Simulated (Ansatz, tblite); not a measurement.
# GeMe3(OiPr) (C₆H₁₆GeO): charged states by level of theory

Aim: the energy of removing an electron for GeMe3(OiPr) (C₆H₁₆GeO), by energy differences, and how well orbital energies stand in for it.

Method: as each input shows; program: Ansatz 0.2.0, Gaussian basis.

Levels to be run: charge +1 doublet, at the geometry of the singlet (PBE0-D4/def2-TZVP, PBE-D4/def2-TZVP, CAM-B3LYP-D4/def2-TZVP); the starting singlet's energies come from earlier runs.

## Step 1: The geometry

The singlet was relaxed beforehand with PBE-D4/def2-SVP.

24 atoms, charge 0, spin multiplicity 1.

Atoms are counted from 1 here; the program's logs count them from 0.

Bond lengths: Ge1–C2 1.968 Å, Ge1–C6 1.957 Å, Ge1–C10 1.969 Å, Ge1–O14 1.819 Å, C2–H3 1.108 Å, C2–H4 1.109 Å, C2–H5 1.108 Å, C6–H7 1.108 Å, C6–H8 1.108 Å, C6–H9 1.107 Å, C10–H11 1.108 Å, C10–H12 1.109 Å, C10–H13 1.108 Å, O14–C15 1.422 Å, C15–C16 1.528 Å, C15–C17 1.533 Å, C15–H18 1.121 Å, C16–H19 1.110 Å and more. Angles: C2–Ge1–C6 112.6°, C2–Ge1–C10 111.8°, C2–Ge1–O14 109.0°, C6–Ge1–C10 110.7°, C6–Ge1–O14 102.5°, C10–Ge1–O14 109.9°, Ge1–C2–H3 111.4°, Ge1–C2–H4 109.7°, Ge1–C2–H5 110.5°, H3–C2–H4 108.1°, H3–C2–H5 108.7°, H4–C2–H5 108.4°, Ge1–C6–H7 110.8°, Ge1–C6–H8 109.7°, Ge1–C6–H9 110.3°, H7–C6–H8 108.7°, H7–C6–H9 108.9°, H8–C6–H9 108.4° and more.

## Step 2: Charge +1 doublet at the fixed geometry, PBE0-D4/def2-TZVP

in.yaml

```yaml
crystal:
  periodic: [false, false, false]
  atoms:
    - {symbol: Ge, position_ang: [0.956474, 0.771625, -0.046306]}
    - {symbol: C, position_ang: [1.050393, 0.813458, 1.918759]}
    - {symbol: H, position_ang: [0.043162, 0.915089, 2.368710]}
    - {symbol: H, position_ang: [1.663107, 1.678143, 2.245313]}
    - {symbol: H, position_ang: [1.519523, -0.112992, 2.304923]}
    - {symbol: C, position_ang: [2.715406, 0.561191, -0.877825]}
    - {symbol: H, position_ang: [3.330821, 1.471773, -0.733715]}
    - {symbol: H, position_ang: [2.596487, 0.382246, -1.964750]}
    - {symbol: H, position_ang: [3.247678, -0.303992, -0.436919]}
    - {symbol: C, position_ang: [0.029125, 2.352121, -0.766431]}
    - {symbol: H, position_ang: [-0.238806, 2.176583, -1.827512]}
    - {symbol: H, position_ang: [0.689575, 3.241589, -0.712887]}
    - {symbol: H, position_ang: [-0.898607, 2.569960, -0.202147]}
    - {symbol: O, position_ang: [0.091506, -0.742108, -0.565549]}
    - {symbol: C, position_ang: [-1.007686, -1.294745, 0.146601]}
    - {symbol: C, position_ang: [-1.198100, -2.722619, -0.364370]}
    - {symbol: C, position_ang: [-2.278182, -0.453391, -0.019813]}
    - {symbol: H, position_ang: [-0.771942, -1.348659, 1.241013]}
    - {symbol: H, position_ang: [-1.434186, -2.707235, -1.448695]}
    - {symbol: H, position_ang: [-2.021993, -3.238684, 0.169510]}
    - {symbol: H, position_ang: [-0.266180, -3.305784, -0.227771]}
    - {symbol: H, position_ang: [-2.149810, 0.563947, 0.403730]}
    - {symbol: H, position_ang: [-2.524325, -0.345165, -1.096780]}
    - {symbol: H, position_ang: [-3.143461, -0.922330, 0.492911]}
basis:
  gaussian: {orbitals: def2-TZVP}
total_charge: 1
magnetization: {spin_polarized: true, initial_magnetization: 1}
hamiltonian: {xc: pbe0, dispersion: d4}
scf: {omitted_lower_state_checks: [starts]}
output: {orbitals: {seedname: orbitals}}
```

Command:

```console
ansatz run in.yaml --threads 2 --pin off --events-out ev --progress --plain --max-ram 31744MiB --backend cuda --devices 0, --max-vram 18GiB
```

Log:

```text
Functional definition: PBE0
  name "PBE0"
  cite "Adamo & Barone, J. Chem. Phys. 110, 6158 (1999) doi:10.1063/1.478522"
  cite "Perdew, Burke & Ernzerhof, Phys. Rev. Lett. 77, 3865 (1996) doi:10.1103/PhysRevLett.77.3865"
  parent pbe
  parameter a = 0.25
  parameter kappa = 0.804
  parameter beta = 0.06672455060314922
  exchange = (1 - a)*pbe_x(kappa = kappa, mu = beta*pi^2/3) + a*exact_x
  correlation = pbe_c(beta = beta)
these checks for a lower state are left out or cut short: starts
2336 factors; their error is unknown
mean field evaluation 1: about -65000.9272 eV, gradient 7.7e1 eV
mean field evaluation 2: about -64974.9057 eV, gradient 1.1e2 eV
mean field evaluation 4: about -65025.8584 eV, gradient 1.4e1 eV
mean field evaluation 8: about -65026.6827 eV, gradient 5.5e-1 eV
mean field evaluation 16: about -65026.9209 eV, gradient 1.1e-2 eV
mean field evaluation 32: about -65026.9209 eV, gradient 2.4e-5 eV
mean field -65026.92089156 eV, -2389.6952659346 hartree, gradient 2.4e-5 eV, S^2 0.757265; 0 other end points of the search recorded, 0 dependent functions left out
reference -65026.92093319 eV, -2389.6952674647 hartree; 46, 45 occupied and 315, 316 virtual orbitals, 2336 factors
Total energy: -65027.37028116 eV, -2389.7117806978 hartree
Checks for a lower state left out: starts
```

It took 12 s on 1 × H100 (card shared with other runs) with 2 threads of AMD EPYC 7R13, shared host; peak host memory 0.99 GiB.

HOMO -12.77 eV, LUMO -10.56 eV (over both spins); ⟨S²⟩ 0.757 (pure: 0.75).

## Step 3: Charge +1 doublet at the fixed geometry, PBE-D4/def2-TZVP

start.molden holds the orbitals of an earlier run on this state, given as this run's starting guess.

in.yaml: that of step 2 with these lines changed.

```diff
@@ -28,6 +28,6 @@
 basis:
-  gaussian: {orbitals: def2-TZVP}
+  gaussian: {orbitals: def2-TZVP, initial_orbitals: start.molden}
 total_charge: 1
 magnetization: {spin_polarized: true, initial_magnetization: 1}
-hamiltonian: {xc: pbe0, dispersion: d4}
+hamiltonian: {xc: pbe, dispersion: d4}
 scf: {omitted_lower_state_checks: [starts]}
```

The command is unchanged.

Log:

```text
Functional definition: PBE
  name "PBE"
  cite "Perdew, Burke & Ernzerhof, Phys. Rev. Lett. 77, 3865 (1996) doi:10.1103/PhysRevLett.77.3865"
  parent pbe
  parameter kappa = 0.804
  parameter beta = 0.06672455060314922
  exchange = pbe_x(kappa = kappa, mu = beta*pi^2/3)
  correlation = pbe_c(beta = beta)
these checks for a lower state are left out or cut short: starts
2293 factors; their error is unknown
mean field evaluation 1: about -65024.3327 eV, gradient 9.6e0 eV
mean field evaluation 2: about -65024.5748 eV, gradient 3.6e-1 eV
mean field evaluation 4: about -65024.5035 eV, gradient 2.6e-2 eV
mean field evaluation 8: about -65024.5035 eV, gradient 2.4e-5 eV
mean field -65024.50350378 eV, -2389.6064285726 hartree, gradient 3.3e-5 eV, S^2 0.752377; 0 other end points of the search recorded, 0 dependent functions left out
reference -65024.50355950 eV, -2389.6064306200 hartree; 46, 45 occupied and 315, 316 virtual orbitals, 2293 factors
Total energy: -65025.02472490 eV, -2389.6255830953 hartree
Checks for a lower state left out: starts
```

It took 6 s on 1 × H100 (card shared with other runs) with 2 threads of AMD EPYC 7R13, shared host; peak host memory 1 GiB.

Report: HOMO -11.58 eV, LUMO -11.17 eV (over both spins); ⟨S²⟩ 0.752 (pure: 0.75).

## Step 4: Charge +1 doublet at the fixed geometry, CAM-B3LYP-D4/def2-TZVP

in.yaml: that of step 3 with these lines changed.

```diff
@@ -31,3 +31,3 @@
 magnetization: {spin_polarized: true, initial_magnetization: 1}
-hamiltonian: {xc: pbe, dispersion: d4}
+hamiltonian: {xc: {name: CAM-B3LYP}, dispersion: d4}
 scf: {omitted_lower_state_checks: [starts]}
```

The command is unchanged.

Log (excerpt; [...] marks lines left out):

```text
Functional definition: CAM-B3LYP
  name "CAM-B3LYP"
  cite "Yanai, Tew & Handy, Chem. Phys. Lett. 393, 51 (2004) doi:10.1016/j.cplett.2004.06.011"
  cite "Iikura, Tsuneda, Yanai & Hirao, J. Chem. Phys. 115, 3540 (2001) doi:10.1063/1.1383587"
  cite "Becke, Phys. Rev. A 38, 3098 (1988) doi:10.1103/PhysRevA.38.3098"
  cite "Lee, Yang & Parr, Phys. Rev. B 37, 785 (1988) doi:10.1103/PhysRevB.37.785"
  cite "Vosko, Wilk & Nusair, Can. J. Phys. 58, 1200 (1980) doi:10.1139/p80-159"
[...]
  # Exact exchange under (alpha + beta erf(omega r))/r, Becke's under what is left of 1/r.
[...]
2324 factors; their error is unknown
678 factors; integrals over basis functions are off by at most 1.3e-5 eV
[...]
mean field -65042.83014988 eV, -2390.2799203942 hartree, gradient 1.2e-5 eV, S^2 0.757864; 0 other end points of the search recorded, 0 dependent functions left out
reference -65042.83032556 eV, -2390.2799268503 hartree; 46, 45 occupied and 315, 316 virtual orbitals, 2324 factors
Total energy: -65043.28806661 eV, -2390.2967485238 hartree
Checks for a lower state left out: starts
```

Run time: 17 s. Hardware: 1 × H100 (card shared with other runs) with 2 threads of AMD EPYC 7R13, shared host; peak host memory 1.1 GiB.

HOMO -14.07 eV, LUMO -9.67 eV (over both spins); ⟨S²⟩ 0.758 (pure: 0.75).

## Step 5: Vertical ionisation energy

Charged state less starting state, singlet to doublet; the starting state's energies are those of its earlier runs.

```tsv
level	vertical ionisation energy (eV)	time
PBE-D4/def2-TZVP	+8.55	8.4 s
PBE0-D4/def2-TZVP	+8.91	18 s
CAM-B3LYP-D4/def2-TZVP	+9.16	19 s
```

Times add the two runs; a level without a time comes out of a correlated run.

Beside −ε(HOMO) of the starting state:

```tsv
level	−ε(HOMO) (eV)	by difference (eV)	mismatch (eV)
PBE-D4/def2-TZVP	5.68	8.55	-2.87
PBE0-D4/def2-TZVP	7.17	8.91	-1.74
CAM-B3LYP-D4/def2-TZVP	8.59	9.16	-0.57
```

## Step 6: Summary of results

```
                                            quantity                                    value
vertical ionisation energy, functionals in def2-TZVP  8.55 (PBE-D4) to 9.16 eV (CAM-B3LYP-D4)
```

In words: The vertical ionisation energy spans 8.55 to 9.16 eV over the functionals. −ε(HOMO) misses the level's own difference by -0.57 eV at best (CAM-B3LYP-D4) and -2.87 eV at worst (PBE-D4).
